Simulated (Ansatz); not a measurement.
# AlH5N2O: the cost of one run

Program: Ansatz 0.2.0 through its Python package. The levels of theory stand in the script. These are calculated values, not measurements.

## 1. The system

Bond lengths: N1–Al2 1.867 Å, Al2–N3 1.886 Å, Al2–O4 1.778 Å, N1–H5 1.062 Å, N1–H6 1.113 Å, N3–H7 1.089 Å, N3–H8 1.004 Å, O4–H9 1.008 Å. Angles: N1–Al2–N3 118.4°, N1–Al2–O4 122.4°, N3–Al2–O4 119.2°, Al2–N1–H5 109.8°, Al2–N1–H6 107.3°, H5–N1–H6 103.2°, Al2–N3–H7 108.0°, Al2–N3–H8 110.7°, H7–N3–H8 105.9°, Al2–O4–H9 110.4°.

No structure file is read: the coordinates are typed or built in the script.

## 2. The code

Contents of methods_alh5n2o.py:

```python
'''One geometry of AlH5N2O, method by method.'''

import ansatz as az

geometry_ang = [
    ('N', (-0.2139, 1.3902, -1.1776)),
    ('Al', (-0.1051, 0.0, 0.0637)),
    ('N', (1.3447, -1.1998, -0.0593)),
    ('O', (-1.2914, -0.2042, 1.3721)),
    ('H', (-0.3706, 0.9926, -2.15)),
    ('H', (-1.1582, 1.9427, -0.9746)),
    ('H', (1.8909, -1.1642, 0.8819)),
    ('H', (1.0167, -2.1443, -0.1506)),
    ('H', (-1.0246, 0.3408, 2.1773)),
]
system = az.Crystal.molecule()
for symbol, xyz in geometry_ang:
    system = system.atom(symbol, xyz)

model = system.calculation().basis(gaussian='cc-pVDZ')

methods = ['mp2', 'ccsd', 'ccsd_t']
reports = [model.correlation(m).run(threads=1, pin='off').report for m in methods]
print(f'Hartree-Fock reference {reports[0]["reference_energy_ev"] / 27.211386246:.6f} Ha')
best = reports[-1]['free_energy_ev'] - reports[-1]['reference_energy_ev']
for method, each in zip(methods, reports):
    gained = each['free_energy_ev'] - each['reference_energy_ev']
    print(f'{method:8s} total {each["free_energy_ev"] / 27.211386246:.6f} Ha  correlation {gained:9.4f} eV  ({100 * gained / best:.1f} % of the last)')
```

## 3. Launch

Launch:

```
$ python methods_alh5n2o.py
```

What time and memory should one allow on 1 thread of Arm Neoverse V1, shared host?

About 10 s, with a peak of 0.33 GiB.
